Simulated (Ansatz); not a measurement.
# Zn5In6O14: the cost of one run

Method: DFT PBE, scalar-relativistic, plane waves, PAW, in Ansatz 0.2.0.

1 further run of the same task is left out (it didn't finish).

### Step 1. The starting structure

The cell holds 25 atoms (In6O14Zn5): a = 7.045 Å, b = 6.930 Å, c = 6.796 Å, α = 90.74°, β = 91.38°, γ = 91.87°.

It is the last frame of an earlier stage of the same melt, run at 3000 K.

Structure file:

```
CELL_PARAMETERS angstrom
7.04388 -0.11458 -0.08361
-0.11458 6.92896 -0.04497
-0.08361 -0.04497 6.79523
ATOMIC_POSITIONS crystal
In 0.52756 0.31444 0.90001
In 0.99515 0.24010 0.32858
In 0.17495 0.92777 0.62731
In 0.80361 0.61284 0.72911
In 0.35887 0.48507 0.41671
In 0.60535 0.06129 0.56222
O 0.86796 0.11898 0.60865
O 0.09044 0.00655 0.92006
O 0.69684 0.39740 0.50005
O 0.53381 0.02691 0.85687
O 0.39989 0.59523 0.88874
O 0.79994 0.29961 0.09712
O 0.89154 0.67356 0.03383
O 0.42064 0.76238 0.17520
O 0.52230 0.73732 0.49158
O 0.03157 0.68825 0.50066
O 0.74183 0.03097 0.20805
O 0.14706 0.36291 0.68765
O 0.33532 0.14474 0.42742
O 0.20546 0.46629 0.18243
Zn 0.00438 0.28384 0.93897
Zn 0.42541 0.99678 0.16074
Zn 0.63801 0.73750 0.02077
Zn 0.18386 0.74330 0.97159
Zn 0.96765 0.83649 0.26340
```

### Step 2. A single point on the frame at 3000 K

The electrons keep the Fermi-Dirac width of that temperature.

input.yaml

```yaml
crystal:
  lattice:
    - [7.04388, -0.114576, -0.083614]
    - [-0.114576, 6.928956, -0.044966]
    - [-0.083614, -0.044966, 6.795225]
  atoms:
    - { symbol: In, position: [0.5275565038, 0.3144433309, 0.9000081129] }
    - { symbol: In, position: [0.9951494109, 0.2400987909, 0.3285816753] }
    - { symbol: In, position: [0.1749520814, 0.9277726503, 0.6273126663] }
    - { symbol: In, position: [0.8036071485, 0.6128396262, 0.7291147863] }
    - { symbol: In, position: [0.358873195, 0.4850728437, 0.4167066935] }
    - { symbol: In, position: [0.6053526967, 0.0612924805, 0.5622246478] }
    - { symbol: O, position: [0.8679566239, 0.1189801196, 0.6086459521] }
    - { symbol: O, position: [0.0904442827, 0.0065498879, 0.9200635154] }
    - { symbol: O, position: [0.6968368578, 0.397395724, 0.5000470354] }
    - { symbol: O, position: [0.5338142066, 0.0269143652, 0.8568703327] }
    - { symbol: O, position: [0.3998903714, 0.5952298029, 0.8887429066] }
    - { symbol: O, position: [0.7999369229, 0.2996089721, 0.0971163476] }
    - { symbol: O, position: [0.8915448327, 0.6735566235, 0.0338326406] }
    - { symbol: O, position: [0.42064151, 0.7623836323, 0.1752004242] }
    - { symbol: O, position: [0.5223016896, 0.7373209743, 0.4915847626] }
    - { symbol: O, position: [0.0315663221, 0.6882471857, 0.5006559099] }
    - { symbol: O, position: [0.741827464, 0.030966501, 0.2080506809] }
    - { symbol: O, position: [0.1470584903, 0.3629090093, 0.6876494036] }
    - { symbol: O, position: [0.335315483, 0.1447379566, 0.4274211767] }
    - { symbol: O, position: [0.2054648188, 0.4662937907, 0.1824296415] }
    - { symbol: Zn, position: [0.0043788118, 0.2838435991, 0.9389664972] }
    - { symbol: Zn, position: [0.4254050162, 0.9967754532, 0.1607357947] }
    - { symbol: Zn, position: [0.6380138014, 0.7375029024, 0.0207681826] }
    - { symbol: Zn, position: [0.183856844, 0.7432992875, 0.971592748] }
    - { symbol: Zn, position: [0.9676455746, 0.8364938162, 0.2634018154] }
basis:
  ecutwfc: 420
kpoints:
  mp_grid: { grid: [3, 3, 3] }
hamiltonian:
  xc: pbe
scf:
  occupations: { method: fermi_dirac, width: 0.2585 }
output:
  forces: true
  stress: true
  eigenvalues: true
  populations: true
```

The run is started by

```bash
> ansatz run input.yaml --threads 2 --pin off --max-ram 5120MiB --backend cpu --events-out ev --progress --plain --runs-dir out
```

**Question.** How long does this run take on 2 threads of Intel Xeon at 2.70GHz, shared host, and how much memory does it need?

About 64 s, with a peak of 1.1 GiB.
